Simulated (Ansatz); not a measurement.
## AlClFH₃Si, SMILES [F][AlH][SiH2]Cl: a rigid scan of one bond length

Program: Ansatz 0.2.0, Python API.

Contents of `alclfh3si.xyz`:
```text
7

F    -1.73110   -1.66670    1.34380
Al   -0.79300   -1.10420   -0.08010
Si    0.63600    0.74550    0.10550
Cl    0.18800    2.23090   -1.26140
H    -0.89870   -1.89100   -1.48450
H     0.58600    1.30430    1.48150
H     2.07400    0.31310   -0.15030
```

The script, `scan_alclfh3si.py`:
```python
"""Potential curve of AlClFH3Si along one bond."""

import ansatz as az
import numpy as np

system = az.Crystal.molecule_from_extxyz("alclfh3si.xyz")

symbols = [site.symbol for site in system.cartesian_sites]
start = np.array([site.position_ang for site in system.cartesian_sites])
axis = (start[3] - start[2]) / np.linalg.norm(start[3] - start[2])
moving = [3]
lengths, energies = [1.76, 1.9, 2.07, 2.27, 2.58, 3.1, 3.72, 4.55], []
for length in lengths:
    xyz = start.copy()
    xyz[moving] += (length - np.linalg.norm(start[3] - start[2])) * axis
    point = az.Crystal.molecule()
    for symbol, xyz in zip(symbols, xyz):
        point = point.atom(symbol, xyz.tolist())
    base = point.calculation()
    base = base.basis(gaussian="def2-SVP")
    base = base.functional("pbe0").spin("collinear")
    report = base.run(threads=1).report
    energies.append(report["free_energy_ev"])
    print(f"r = {length:6.3f} A  E = {energies[-1]:.5f} eV  <S^2> = {abs(report['mean_field']['state']['spin_squared']):.3f}")

print("energy above the lowest point (eV):", [round(e - min(energies), 3) for e in energies])
```

```console
$ python scan_alclfh3si.py
r =  1.760 A  E = -29740.03694 eV  <S^2> = 0.000
r =  1.900 A  E = -29741.20142 eV  <S^2> = 0.000
r =  2.070 A  E = -29741.59348 eV  <S^2> = 0.000
r =  2.270 A  E = -29741.34850 eV  <S^2> = 0.000
r =  2.580 A  E = -29740.44644 eV  <S^2> = 0.000
r =  3.100 A  E = -29738.88336 eV  <S^2> = 0.000
r =  3.720 A  E = -29737.84679 eV  <S^2> = 0.623
r =  4.550 A  E = -29737.44767 eV  <S^2> = 0.890
energy above the lowest point (eV): [1.557, 0.392, 0.0, 0.245, 1.147, 2.71, 3.747, 4.146]
```

Reading the output:
- Total energies depend on the basis set; only differences at equal settings carry meaning.
- The rest of the molecule is held rigid at a force-field or estimated start geometry, and the basis set is modest; single-reference methods fail as a bond breaks.
- The expectation value of S² is noticeably off S(S+1) in at least one run, so that state is spin-contaminated.
- Wall time of the script: 68 s on 1 thread of Arm Neoverse V2, on a shared host, peak memory 0.32 GiB.

(Lines on the test bed's own set-up are left out of the output.)
